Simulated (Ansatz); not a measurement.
# CH9BClNSi2: a ladder of functionals and wavefunction methods

How much do the methods differ for CH9BClNSi2? The plan is to run it at one geometry with functionals of several rungs and with coupled cluster. The yardstick is the atomisation energy at the CCSD(T) limit.

Method: functionals in def2-TZVPP, the program's frozen cores in correlated methods; program: Ansatz 0.2.0, Gaussian basis.

Plan: LDA (SPW92), PBE-D4, revPBE-D4, BLYP-D4, r2SCAN-D4, B97M-V, PBE0-D4, B3LYP-D4, r2SCANh-D4, r2SCAN0-D4, HSE06-D4, BHLYP-D4, CAM-B3LYP-D4, LC-ωPBE, ωB97X-V, ωB97M-V, B2PLYP, PBE-QIDH; CCSD(T)/def2-SVP; CCSD(T)/def2-TZVPP; MP2/def2-QZVPP; extrapolation to the limit; RPA on PBE.

### 1 The relaxed structure

An earlier PBE0-D4 in a triple-zeta def2 set relaxation fixed the geometry.

15 atoms, charge 0, spin multiplicity 1.

Atoms are counted from 1 here; the program's logs count them from 0.

Bond lengths: C1–B2 1.562 Å, C1–H7 1.095 Å, C1–H8 1.089 Å, C1–H9 1.094 Å, B2–Cl3 1.799 Å, B2–N4 1.411 Å, N4–Si5 1.765 Å, N4–Si6 1.754 Å, Si5–H10 1.489 Å, Si5–H11 1.481 Å, Si5–H12 1.480 Å, Si6–H13 1.485 Å, Si6–H14 1.480 Å, Si6–H15 1.485 Å. Angles: B2–C1–H7 109.4°, B2–C1–H8 114.9°, B2–C1–H9 109.6°, H7–C1–H8 108.3°, H7–C1–H9 105.7°, H8–C1–H9 108.5°, C1–B2–Cl3 115.5°, C1–B2–N4 128.4°, Cl3–B2–N4 116.1°, B2–N4–Si5 119.5°, B2–N4–Si6 125.8°, Si5–N4–Si6 114.6°, N4–Si5–H10 104.4°, N4–Si5–H11 111.8°, N4–Si5–H12 111.8°, H10–Si5–H11 108.7°, H10–Si5–H12 108.7°, H11–Si5–H12 111.1° and more.

### 2 LDA

This LDA is Slater exchange with PW92 correlation.

Contents of in.yaml:

```yaml
crystal:
  periodic: [false, false, false]
  atoms:
    - {symbol: C, position_ang: [-1.862802, -1.196847, 0.616113]}
    - {symbol: B, position_ang: [-0.670509, -0.224814, 0.888395]}
    - {symbol: Cl, position_ang: [-0.541228, 0.388907, 2.574712]}
    - {symbol: N, position_ang: [0.315123, 0.229310, -0.013910]}
    - {symbol: Si, position_ang: [1.556624, 1.352327, 0.546336]}
    - {symbol: Si, position_ang: [0.446540, -0.222873, -1.703503]}
    - {symbol: H, position_ang: [-1.764526, -2.081067, 1.254020]}
    - {symbol: H, position_ang: [-1.956742, -1.529595, -0.416618]}
    - {symbol: H, position_ang: [-2.801182, -0.719501, 0.913698]}
    - {symbol: H, position_ang: [2.385913, 1.618749, -0.661787]}
    - {symbol: H, position_ang: [2.415919, 0.747175, 1.589256]}
    - {symbol: H, position_ang: [0.971250, 2.629947, 1.011951]}
    - {symbol: H, position_ang: [0.311575, 0.985419, -2.555989]}
    - {symbol: H, position_ang: [-0.607028, -1.197965, -2.064655]}
    - {symbol: H, position_ang: [1.779172, -0.829772, -1.948720]}
basis:
  gaussian: {orbitals: def2-TZVPP}
hamiltonian: {xc: lda}
output: {orbitals: {seedname: orbitals}}
```

The runs that follow: PBE-D4 (GGA); revPBE-D4 (GGA); BLYP-D4 (GGA); r2SCAN-D4 (meta-GGA); B97M-V (meta-GGA); PBE0-D4 (hybrid); B3LYP-D4 (hybrid); r2SCANh-D4 (hybrid); r2SCAN0-D4 (hybrid); HSE06-D4 (hybrid); BHLYP-D4 (hybrid); CAM-B3LYP-D4 (range-separated); LC-ωPBE (range-separated); ωB97X-V (range-separated); ωB97M-V (range-separated); B2PLYP (double hybrid); PBE-QIDH (double hybrid); CCSD(T) in def2-SVP; CCSD(T) in def2-TZVPP; MP2 in def2-QZVPP; RPA on PBE orbitals.

**Question.** What will the summary of the whole plan be? Wanted: atomisation energy, CCSD(T)/CBS; farthest beyond LDA; mean size of error, GGA; mean size of error, meta-GGA; mean size of error, hybrid; mean size of error, range-separated; mean size of error, double hybrid; gap, smallest and largest; T1 diagnostic.

**Answer**, as computed:

```
                               quantity                                               value
        atomisation energy, CCSD(T)/CBS                                       5278.3 kJ/mol
 functionals within 26.4 kJ/mol (0.5 %)  r2SCAN-D4, PBE0-D4, B3LYP-D4, r2SCANh-D4, HSE06-D4
                    farthest beyond LDA                             BHLYP-D4 (-71.1 kJ/mol)
                mean size of error, GGA                                         42.8 kJ/mol
           mean size of error, meta-GGA                                         22.0 kJ/mol
             mean size of error, hybrid                                         23.7 kJ/mol
    mean size of error, range-separated                                         34.4 kJ/mol
      mean size of error, double hybrid                                         45.0 kJ/mol
              gap, smallest and largest           5.77 eV (LDA (SPW92)), 13.07 eV (LC-ωPBE)
                          T1 diagnostic                                              0.0116
triples share of the correlation energy                                               3.9 %
```

The LDA atomisation energy is off by 630.8 kJ/mol (12 %): it overbinds. PBE-D4 misses by +27.5 kJ/mol. Double hybrids carry the basis error of their MP2 part in triple zeta, and no dispersion term here, so their miss is partly the set-up's. The rungs meta-GGA, hybrid miss on average by less than the doubt on the reference (26.4 kJ/mol), so they tie. Misses under about 26.4 kJ/mol are within the doubt on the reference itself, which lacks core-valence correlation, relativity and higher excitations. Hartree-Fock recovers 76 % of the binding; the rest is correlation. CCSD(T) in def2-SVP is off by -300.2 kJ/mol, more than most functionals: a good method in a small basis is no reference. Orbital gaps span 5.8 to 13.1 eV; exact exchange widens them.
